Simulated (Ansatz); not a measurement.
# CH₅BBrNSi: how energies converge with the basis set

How large a basis does CH₅BBrNSi need? Two functionals are run in growing sets.

Computed with Ansatz 0.2.0, Gaussian basis. Level: one geometry, several basis sets.

The runs, in order: PBE0-D4/def2-SVP; ωB97M-V/def2-SVP; PBE0-D4/def2-QZVPP; ωB97M-V/def2-QZVPP; the functionals' def2-TZVPP values are taken from earlier runs.

## 1. The relaxed structure

An earlier PBE0-D4 in a triple-zeta def2 set relaxation fixed the geometry.

SMILES `B[SiH](Br)N=C`, 10 atoms, charge 0, spin multiplicity 1.

Atoms are counted from 1 here; the program's logs count them from 0.

Bond lengths: B1–Si2 1.949 Å, B1–H6 1.192 Å, B1–H7 1.192 Å, Si2–Br3 2.347 Å, Si2–N4 1.704 Å, Si2–H8 1.478 Å, N4–C5 1.255 Å, C5–H9 1.095 Å, C5–H10 1.098 Å. Angles: Si2–B1–H6 118.4°, Si2–B1–H7 119.5°, H6–B1–H7 122.0°, B1–Si2–Br3 67.4°, B1–Si2–N4 123.4°, B1–Si2–H8 126.6°, Br3–Si2–N4 114.2°, Br3–Si2–H8 107.0°, N4–Si2–H8 107.6°, Si2–N4–C5 133.8°, N4–C5–H9 120.3°, N4–C5–H10 123.5°, H9–C5–H10 116.3°.

## 2. PBE0-D4 in def2-SVP

The input, in.yaml:

```yaml
crystal:
  periodic: [false, false, false]
  atoms:
    - {symbol: B, position_ang: [0.237326, 1.234009, 1.511055]}
    - {symbol: Si, position_ang: [-0.816458, 0.049810, 0.377801]}
    - {symbol: Br, position_ang: [0.731271, -1.111285, 1.705662]}
    - {symbol: N, position_ang: [-0.562432, -0.116624, -1.298620]}
    - {symbol: C, position_ang: [0.270527, -0.748687, -1.992235]}
    - {symbol: H, position_ang: [1.245259, 1.693512, 1.069594]}
    - {symbol: H, position_ang: [-0.168461, 1.523356, 2.593751]}
    - {symbol: H, position_ang: [-2.151060, -0.505462, 0.685248]}
    - {symbol: H, position_ang: [0.270219, -0.647965, -3.082731]}
    - {symbol: H, position_ang: [1.027007, -1.421863, -1.566525]}
basis:
  gaussian: {orbitals: def2-SVP}
hamiltonian: {xc: pbe0, dispersion: d4}
output: {orbitals: {seedname: orbitals}}
```

Further steps of the session: ωB97M-V in def2-SVP; PBE0-D4 in def2-QZVPP; ωB97M-V in def2-QZVPP.

Q: Predict the results of all the runs planned. Wanted: PBE0-D4: double and triple zeta above quadruple; ωB97M-V: double and triple zeta above quadruple.

**Answer**, as computed:

| quantity | value |
| --- | --- |
| PBE0-D4: double and triple zeta above quadruple | 16.91, 1.88 eV |
| ωB97M-V: double and triple zeta above quadruple | 16.98, 1.80 eV |

In words: For PBE0-D4 the step from double to triple zeta gains 15.02 eV and the next only 1.88 eV. Total energies overstate the basis error of differences, where much of it tends to cancel.
